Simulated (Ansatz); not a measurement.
# CH₉BSi₂, SMILES BC([SiH3])[SiH3]: a single point in a Gaussian basis

Program: Ansatz's Python interface.

Input file `ch9bsi2.xyz`:
```text
13

B    -0.72400    1.30950   -0.71030
C     0.20350    0.12080   -0.50840
Si    1.20930    0.40200    1.00960
Si   -0.71180   -1.43680   -0.32050
H    -0.70320    1.99040   -1.72830
H    -1.57250    1.65000    0.10100
H     0.90380    0.02840   -1.38270
H     2.19070   -0.72200    1.20500
H     0.36950    0.54230    2.24020
H     2.03320    1.63280    0.89070
H    -1.60150   -1.66910   -1.50590
H    -1.65520   -1.32560    0.86650
H     0.07870   -2.55730   -0.14210
```

Typed at the interpreter:
```pycon
>>> import ansatz as az
>>> import numpy as np
>>> system = az.Crystal.molecule_from_extxyz("ch9bsi2.xyz")
>>> setup = system.calculation().basis(gaussian="cc-pVDZ").functional("LC-wPBE").forces()
>>> out = setup.run(threads=1)

>>> report = out.report
>>> report["n_occupied"], report["n_virtual"]
([24, 24], [85, 85])
>>> report["converged"], report["free_energy_ev"]
(True, -17607.990890405796)
>>> print("reference energy %16.6f eV" % report["reference_energy_ev"])
reference energy    -17607.990890 eV
>>> print("total energy     %16.6f eV" % report["free_energy_ev"])
total energy        -17607.990890 eV
>>> print("occupied (up, down):", report["n_occupied"], " virtual:", report["n_virtual"], " frozen:", report["n_frozen"])
occupied (up, down): [24, 24]  virtual: [85, 85]  frozen: 0
>>> state = report["mean_field"]["state"]
>>> print(f"mean field: {state['energy']['hartree']:.7f} Ha, <S^2> = {abs(state['spin_squared']):.4f}, stability: {state.get('stability', {}).get('kind')}")
mean field: -647.0817301 Ha, <S^2> = 0.0000, stability: minimum
>>> symbols = [site.symbol for site in system.cartesian_sites]
>>> print("forces (eV/A)")
forces (eV/A)
>>> for symbol, f in zip(symbols, report["forces_ev_ang"]):
...     print(f"  {symbol:2s} {f[0]:9.4f} {f[1]:9.4f} {f[2]:9.4f}")
...
  B    -0.9052    0.8907   -0.4149
  C     1.1461    0.6467   -1.3286
  Si    0.8654    0.0543    0.9567
  Si   -3.0811    0.7985    0.0738
  H     0.1638   -0.2554    0.2827
  H     0.2932   -0.2405    0.0061
  H    -0.3578   -0.0443    0.6028
  H    -0.1798    0.0248   -0.0224
  H    -0.0618   -0.0807   -0.1091
  H     0.0477    0.2149   -0.0630
  H     0.1058   -0.0254   -0.0373
  H     0.3160   -0.0252   -0.2384
  H     1.6479   -1.9583    0.2916
>>> charges = report["charge_distribution"]
>>> print("dipole moment", round(4.803205 * float(np.linalg.norm(charges["dipole_moment_e_ang"])), 3), "D")
dipole moment 0.908 D
>>> print("Mulliken:", [(s, round(q, 3)) for s, q in zip(symbols, charges["mulliken_charges_e"])])
Mulliken: [('B', 0.023), ('C', -0.285), ('Si', 0.218), ('Si', 0.245), ('H', -0.019), ('H', 0.006), ('H', 0.083), ('H', -0.046), ('H', -0.029), ('H', -0.047), ('H', -0.053), ('H', -0.043), ('H', -0.052)]
```

What to keep in mind:
- Total energies depend on the basis set; only differences at equal settings carry meaning.
- The geometry is a force-field or estimated start, not a minimum of this method, and the basis set is short of its limit.
- It ran for 4.8 s on 1 thread of Intel(R) Xeon(R) Platinum 8375C CPU @ 2.90GHz (Ice Lake) (shared host), peak memory 0.28 GiB.

(Lines on the test bed's own set-up are left out of the output.)
